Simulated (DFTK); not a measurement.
This DFTK 0.8.2 run on HPbNO4 needs a look.

Contents of run.jl:

```julia
using DFTK
using PseudoPotentialData
using Unitful, UnitfulAtomic
using LinearAlgebra, Printf
include("save.jl")
setup_threading()

# lattice vectors are the columns
lattice = austrip(1u"Å") * [       4.27531       -2.08399       -2.12377;
                  -0.0004        5.20775       -1.86574;
                  0.00636       -0.04907        4.91491]
symbols   = [:H, :Pb, :N, :O, :O, :O, :O]
positions = [[0.99073, 0.0333, 0.90994],
             [0.50274, 0.81989, 0.14287],
             [0.00838, 0.47408, 0.50265],
             [0.99816, 0.92741, 0.02877],
             [0.19467, 0.73435, 0.60852],
             [0.81673, 0.35882, 0.24556],
             [0.01381, 0.33121, 0.65217]]
pseudopotentials = Dict(:H => "H.upf", :N => "N.upf", :O => "O.upf", :Pb => "Pb.upf")
elements = Dict(s => ElementPsp(s, pseudopotentials; rcut=10.0) for s in unique(symbols))
atoms    = [elements[s] for s in symbols]
magnetic_moments = [0.5, 0.0, 0.0, 0.0, 0.0, 0.0, 0.0]

build_model(lattice, positions; symmetries=true) =
    model_DFT(lattice, atoms, positions;
              functionals=LDA(),
              magnetic_moments,
              spin_polarization=:full,
              temperature=austrip(0.05u"eV"),
              smearing=Smearing.FermiDirac(),
              symmetries)
Ecut  = 45.0  # hartree
kgrid = [4, 3, 3]
tol   = 1e-6
to_GPa = ustrip(uconvert(u"GPa", 1u"hartree/bohr^3"))

model = build_model(lattice, positions)
basis = PlaneWaveBasis(model; Ecut, kgrid)
display(basis)
scfres = self_consistent_field(basis;
                               tol,
                               ρ=guess_density(basis, magnetic_moments),
                               maxiter=75,
                               nbandsalg=AdaptiveBands(model; n_bands_converge=28))
display(scfres.energies)
@printf "Fermi level: %.6f eV\n" ustrip(auconvert(u"eV", something(scfres.εF, NaN)))
forces = compute_forces_cart(scfres)
println("Forces (eV/Å)")
for (s, f) in zip(symbols, forces)
    @printf "%-3s %12.6f %12.6f %12.6f\n" s ustrip.(auconvert.(u"eV/Å", f))...
end
stress = compute_stresses_cart(scfres)
println("Stress (GPa)")
display(round.(stress * to_GPa; digits=4))
@printf "Total moment: %.4f μB\n" sum(spin_density(scfres.ρ)) * scfres.basis.dvol
println("Levels at the first k-point (eV): ", round.(ustrip.(auconvert.(u"eV", scfres.eigenvalues[1][1:scfres.n_bands_converge])); digits=4))
save_scf!(scfres; forces, stress)
```

Potentials or basis: SG15 1.2 (PBE).

Run with:

```bash
$ julia --threads=4 run.jl  # save.jl only writes the numbers to a file and isn't shown; printed stress counts tension as positive; times include loading and compiling
```

Output:

```text
ERROR: LoadError: Full spin polarization not yet supported
Stacktrace:
  [1] error(s::String)
    @ Base error.jl:44
  [2] Model(lattice::Matrix{Float64}, atoms::Vector{ElementPsp{PspUpf{Float64, Interpolations.Extrapolation{Float64, 1, Interpolations.GriddedInterpolation{Float64, 1, Vector{Float64}, Interpolations.Gridde ...
    @ DFTK Model.jl:192
  [3] model_atomic(lattice::Matrix{Float64}, atoms::Vector{ElementPsp{PspUpf{Float64, Interpolations.Extrapolation{Float64, 1, Interpolations.GriddedInterpolation{Float64, 1, Vector{Float64}, Interpolations ...
    @ DFTK standard_models.jl:59
  [4] _model_DFT(::Vector{Xc}, ::Matrix{Float64}, ::Vararg{Any}; extra_terms::Vector{Any}, kwargs::@Kwargs{magnetic_moments::Vector{Float64}, spin_polarization::Symbol, temperature::Float64, smearing::DFTK. ...
    @ DFTK standard_models.jl:139
   [...]
in expression starting at run.jl:38
```

Question: How did it end, and where is the flaw?

Answer: The program refused the input. The input holds a flaw that was put in on purpose: non-collinear spin, which the program lacks (spin_polarization = noncollinear).
